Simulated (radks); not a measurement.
# P⁺ in [Ne] 3s1 3p2 3d1: an all-electron calculation

One table from this session's results is given with a row withheld; the runs are named, their logs left out.

The numbers are computed with radks (a radial shooting solver on a logarithmic mesh, Libxc functionals) version 1 (scalar-relativistic Kohn-Sham, r2SCAN, spin-polarised, spherical densities, finite nucleus; open shells are filled with parallel spins first), except any that are marked as measured or tabulated.

## Starting point

```
element            : phosphorus (Z = 15)
charge             : +1
electrons          : 14
configuration      : [Ne] 3s1 3p2 3d1
nuclear rms radius : 3.1889 fm
```

The outer shells:

P⁺
```
[Ne] core
3s [↑ ]
3p [↑ ][↑ ][  ]
3d [↑ ][  ][  ][  ][  ]
```

Set-up of the first run:

Input:

```text
Z 15
configuration [Ne] 3s1 3p2 3d1 4s0 4p0 4d0 4f0
relativity scalar-relativistic
functional r2scan,r2scan
spin polarised
nucleus finite rms 3.1889 fm
c 137.035999084
```

On the command line:

```
python run_ks.py task.json out
```

The same process makes all the runs of this session.

One of the session's tables, all rows but one given; the rest of the session is left out.

It belongs to the step «Orbitals and density». Sizes of the orbitals, from the radial functions (bohr):

```
  level     <r>  outermost maximum (interpolated)  90 % within  nodes
  1s up  0.1036                            0.0677        0.185      0
1s down  0.1036                            0.0677        0.185      0
  2s up       ?                                 ?            ?      ?
2s down  0.5172                             0.418        0.812      1
  2p up  0.4834                             0.354        0.807      0
2p down  0.4827                             0.355        0.805      0
  3s up   1.774                              1.53         2.65      2
  3p up   2.020                              1.70         3.08      1
  3d up   3.052                              2.28         4.99      0
  4s up   4.885                              4.40         7.10      3
  4p up   5.989                              5.36         8.71      2
```

Estimate the missing values for 2s up.

**Answer.** <r>: 0.5168; outermost maximum (interpolated): 0.418; 90 % within: 0.811; nodes: 1. In the column «<r>» it lies between 2p up (0.4834) and 2s down (0.5172).
